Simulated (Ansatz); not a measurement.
# BF3H2O: the cost of one run

Method: RKS B3LYP/def2-SVP, in Ansatz 0.2.0.

## Step 1: The structure to begin with

Bond lengths: O1–B2 1.413 Å, B2–F3 1.429 Å, B2–F4 1.414 Å, B2–F5 1.469 Å, O1–H6 0.995 Å, O1–H7 1.014 Å. Angles: O1–B2–F3 108.0°, O1–B2–F4 113.4°, O1–B2–F5 110.1°, F3–B2–F4 108.3°, F3–B2–F5 110.0°, F4–B2–F5 107.0°, B2–O1–H6 110.4°, B2–O1–H7 107.1°, H6–O1–H7 102.1°.

As a file:

```xyz
7

O    -0.5108    0.7490    0.1978
B     0.4378   -0.2721   -0.0348
F     1.1070   -0.5436    1.1988
F    -0.1360   -1.4765   -0.5031
F     1.4083    0.1627   -1.0486
H    -1.2242    0.4263    0.8121
H    -1.0208    0.8861   -0.6680
```

## Step 2: End point A

input.yaml

```yaml
crystal:
  periodic: [false, false, false]
  atoms:
    - { symbol: O, position_ang: [-0.5108, 0.749, 0.1978] }
    - { symbol: B, position_ang: [0.4378, -0.2721, -0.0348] }
    - { symbol: F, position_ang: [1.107, -0.5436, 1.1988] }
    - { symbol: F, position_ang: [-0.136, -1.4765, -0.5031] }
    - { symbol: F, position_ang: [1.4083, 0.1627, -1.0486] }
    - { symbol: H, position_ang: [-1.2242, 0.4263, 0.8121] }
    - { symbol: H, position_ang: [-1.0208, 0.8861, -0.668] }
basis:
  gaussian: { orbitals: def2-SVP }
hamiltonian:
  xc: b3lyp
relax:
  f_tol: 0.015
  max_steps: 40
output:
  orbitals: {}
```

Started as:

```sh
> ansatz run input.yaml --threads 1 --pin off --max-ram 2048MiB --backend cpu --events-out ev --progress --plain --runs-dir out
```

**Question.** How long does this run take on 1 thread of Arm Neoverse V1, shared host, and how much memory does it need?

About 59 s, with a peak of 0.15 GiB.
